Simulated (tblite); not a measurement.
# C4H10OSSi2: the cost of one run

The runs use tblite 0.8.0 and PySCF 2.14.0, with density-fitted response routines of our own; the level of theory stands in each step. All values are computed, except where a source is named. Atoms count from 0, in the outputs and in this text.

## (1) The molecule as given

18 atoms, charge 0, multiplicity 1; geometry from: force field or distance geometry start.

Bonds of the start (Å): C0–C1 1.52, C1–S2 1.46, C1–Si3 1.83, Si3–C4 1.84, C4–C5 1.53, C5–Si6 1.87, Si6–O7 1.72, O7–Si3 1.73, C0–H8 1.12, C0–H9 1.08, C0–H10 1.11, Si3–H11 1.45, C4–H12 1.11, C4–H13 1.10, C5–H14 1.12, C5–H15 1.10, Si6–H16 1.47, Si6–H17 1.47.

## (2) Relaxing the molecule with GFN2-xTB

Job settings and geometry (Å):

```
{"job": {"kind": "relax", "xc": "GFN2-xTB", "basis": "xTB"}, "charge": 0, "multiplicity": 1}
C      3.022600     0.561400     0.667400
C      1.938000    -0.473900     0.447900
S      2.206800    -1.875500     0.768800
Si     0.336200     0.123800    -0.205400
C     -0.847500    -1.231100    -0.603100
C     -2.133100    -0.435800    -0.843000
Si    -2.109200     0.881800     0.477000
O     -0.482300     1.005700     1.032600
H      2.491700     1.404500     1.177000
H      3.860600     0.191000     1.241200
H      3.273600     0.943500    -0.341300
H      0.582300     0.971600    -1.361000
H     -0.603500    -1.728300    -1.561700
H     -0.972100    -2.009900     0.159700
H     -2.017700     0.072700    -1.837700
H     -3.027100    -1.074600    -0.810300
H     -2.574200     2.178900    -0.040000
H     -2.953900     0.500600     1.620300
```

On the command line:

```console
> OMP_NUM_THREADS=1 python probes_run.py task.json out
```

The driver reads the jobs from task.json and runs them one after another.

**Question.** How long does this first job take on 1 thread of Arm Neoverse V2, shared host, and how much memory does it need?

About 1.9 s, with a peak of 0.18 GiB.
